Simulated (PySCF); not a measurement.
# N3NdO9 (Nd(NO3)3): the cost of one run

Program: PySCF 2.14.0. Level of theory: r2SCAN, Nd lcecp-1-SVP with ECP49, O def2-SVP, N def2-SVP; scalar-relativistic core potentials, no spin–orbit coupling. These are calculated values, not measurements.

### 1 The starting structure

13 atoms, charge 0, spin multiplicity 1.

Bond lengths: Nd1–O2 2.393 Å, Nd1–O3 2.393 Å, Nd1–N4 2.839 Å, Nd1–O6 2.393 Å, Nd1–O7 2.393 Å, Nd1–N8 2.839 Å, Nd1–O10 2.393 Å, Nd1–O11 2.393 Å, Nd1–N12 2.839 Å, O2–N4 1.291 Å, O3–N4 1.291 Å, N4–O5 1.189 Å, O6–N8 1.291 Å, O7–N8 1.291 Å, N8–O9 1.189 Å, O10–N12 1.291 Å, O11–N12 1.291 Å, N12–O13 1.189 Å. Angles: O2–Nd1–O3 53.8°, O2–Nd1–N4 26.9°, O2–Nd1–O6 101.5°, O2–Nd1–O7 119.7°, O2–Nd1–N8 112.9°, O2–Nd1–O10 101.5°, O2–Nd1–O11 134.2°, O2–Nd1–N12 120.2°, O3–Nd1–N4 26.9°, O3–Nd1–O6 134.2°, O3–Nd1–O7 101.5°, O3–Nd1–N8 120.2°, O3–Nd1–O10 119.7°, O3–Nd1–O11 101.5°, O3–Nd1–N12 112.9°, N4–Nd1–O6 120.2°, N4–Nd1–O7 112.9°, N4–Nd1–N8 120.0° and more.

Coordinates:

```xyz
13
N3NdO9
Nd    0.00000    0.00000    0.00000
O     2.13427    0.15598    1.07058
O     2.13427   -0.15599   -1.07058
N     2.83897   -0.00001    0.00000
O     4.02789   -0.00001    0.00000
O    -1.20222    1.77034    1.07058
O    -0.93204    1.92632   -1.07058
N    -1.41948    2.45862    0.00000
O    -2.01394    3.48826    0.00000
O    -0.93205   -1.92632    1.07058
O    -1.20222   -1.77033   -1.07058
N    -1.41949   -2.45862    0.00000
O    -2.01395   -3.48825    0.00000
```

Formal oxidation states: Nd +3. Each metal's 3 4f electrons lie in its core potential, so multiplicities, spins and levels count the valence alone. An earlier session relaxed this geometry at r2SCAN, Nd lcecp-1-SVP with ECP49, O def2-SVP, N def2-SVP (singlet, point group D3).

Its energy there is -874.084920 Eh.

### 2 Atoms moved at random, σ = 0.15 Å

run.py (the lines that set the calculation) reads:

```python
mol = gto.M(atom='''
Nd    -0.18122     0.03719    -0.01971
O      2.29762     0.25133     1.11545
O      2.02830    -0.19298    -1.09588
N      3.02807    -0.02746     0.06651
O      3.91652     0.05580    -0.06877
O     -1.06206     1.59012     1.12092
O     -0.89869     2.03592    -1.11095
N     -1.47085     2.60252     0.03488
O     -1.96461     3.42317     0.00984
O     -1.12183    -1.97181     1.12096
O     -1.23627    -1.81726    -0.89933
N     -1.41185    -2.64666    -0.07531
O     -1.92313    -3.33989    -0.19862''',
    basis={'Nd': 'lcecp-1-SVP', 'O': 'def2-SVP', 'N': 'def2-SVP'},
    ecp={'Nd': 'lcecp-1-SVP'},
    charge=0, spin=0)
mf = dft.RKS(mol, xc='R2SCAN')
mf.grids.atom_grid = (50, 194)  # f atoms: unpruned, at least (60, 302)
mf = mf.density_fit()  # fitting sets: Nd AutoAux, O def2-universal-JKFIT, N def2-universal-JKFIT
mf.conv_tol = 1e-08; mf.max_cycle = 55
mf.kernel(dm0)  # dm0: the density of the relaxed state
```

Started as:

```console
$ OMP_NUM_THREADS=4 python run.py
```

**Question.** How long does this run take on 4 threads of Arm Neoverse V2, shared host?

About 19 s.
